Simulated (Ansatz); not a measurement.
**ClFGeH₄OSi: one species, many methods**

How much do the methods differ for ClFGeH₄OSi? The plan is to run it at one geometry with functionals of several rungs and with coupled cluster. The yardstick is the atomisation energy at the CCSD(T) limit.

The runs use Ansatz 0.2.0, Gaussian basis; functionals in def2-TZVPP, the program's frozen cores in correlated methods.

Levels to be run: PBE-D4, r2SCAN-D4, PBE0-D4, B3LYP-D4, ωB97X-V, ωB97M-V, B2PLYP; CCSD(T)/def2-TZVPP; MP2/def2-QZVPP; extrapolation to the limit.

## (1) Structure used throughout

An earlier PBE0-D4 in a triple-zeta def2 set relaxation fixed the geometry.

SMILES `F[SiH2][O][GeH2][Cl]`, 9 atoms, charge 0, spin multiplicity 1.

Atoms are counted from 1 here; the program's logs count them from 0.

Bond lengths: F1–Si2 1.597 Å, Si2–O3 1.623 Å, Si2–H6 1.477 Å, Si2–H7 1.479 Å, O3–Ge4 1.763 Å, Ge4–Cl5 2.146 Å, Ge4–H8 1.529 Å, Ge4–H9 1.528 Å. Angles: F1–Si2–O3 109.6°, F1–Si2–H6 107.9°, F1–Si2–H7 106.9°, O3–Si2–H6 107.7°, O3–Si2–H7 111.5°, H6–Si2–H7 113.1°, Si2–O3–Ge4 137.7°, O3–Ge4–Cl5 107.7°, O3–Ge4–H8 109.1°, O3–Ge4–H9 106.7°, Cl5–Ge4–H8 108.1°, Cl5–Ge4–H9 108.6°, H8–Ge4–H9 116.3°.

## (2) PBE-D4 (GGA)

in.yaml reads:

```yaml
crystal:
  periodic: [false, false, false]
  atoms:
    - {symbol: F, position_ang: [-1.920727, 1.225275, 0.372356]}
    - {symbol: Si, position_ang: [-0.435957, 1.151470, 0.955411]}
    - {symbol: O, position_ang: [0.199988, -0.308902, 0.645088]}
    - {symbol: Ge, position_ang: [0.497346, -1.329832, -0.761584]}
    - {symbol: Cl, position_ang: [1.006067, -0.046404, -2.405197]}
    - {symbol: H, position_ang: [-0.516886, 1.303087, 2.422452]}
    - {symbol: H, position_ang: [0.337296, 2.229281, 0.302400]}
    - {symbol: H, position_ang: [-0.789261, -2.074422, -1.120550]}
    - {symbol: H, position_ang: [1.710535, -2.195850, -0.427376]}
basis:
  gaussian: {orbitals: def2-TZVPP}
hamiltonian: {xc: pbe, dispersion: d4}
output: {forces: true, orbitals: {seedname: orbitals}}
```

Launch:

```bash
> ansatz run in.yaml --threads 4 --pin off --events-out ev --progress --plain --max-ram 10444MiB
```

After this run come: r2SCAN-D4 (meta-GGA); PBE0-D4 (hybrid); B3LYP-D4 (hybrid); ωB97X-V (range-separated); ωB97M-V (range-separated); B2PLYP (double hybrid); CCSD(T) in def2-TZVPP; MP2 in def2-QZVPP.

Q: Predict the results of all the runs planned. Wanted: atomisation energy, CCSD(T)/CBS; farthest; mean size of error, hybrid; mean size of error, range-separated; gap, smallest and largest; T1 diagnostic; triples share of the correlation energy.

**Answer**, as computed:

```
                               quantity                                 value
        atomisation energy, CCSD(T)/CBS                             31.866 eV
    functionals within 0.319 eV (1.0 %)           r2SCAN-D4, ωB97X-V, ωB97M-V
                               farthest                   PBE0-D4 (-0.804 eV)
             mean size of error, hybrid                              0.696 eV
    mean size of error, range-separated                              0.147 eV
              gap, smallest and largest  6.41 eV (PBE-D4), 13.43 eV (ωB97X-V)
                          T1 diagnostic                                0.0113
triples share of the correlation energy                                 3.4 %
```

PBE-D4 is off by -0.347 eV. Double hybrids carry the basis error of their MP2 part in triple zeta, and no dispersion term here, so their miss is partly the set-up's. The reference freezes the cores and leaves out relativity and excitations past (T), and its outer-core shells are covered unevenly, so misses under about 0.319 eV can't be ranked. Hartree-Fock recovers 73 % of the binding; the rest is correlation. The gap grows from 6.4 to 13.4 eV across the functionals, mostly with the share of exact exchange. Correlated methods include outer-core shells of Ge, which these sets cover unevenly.
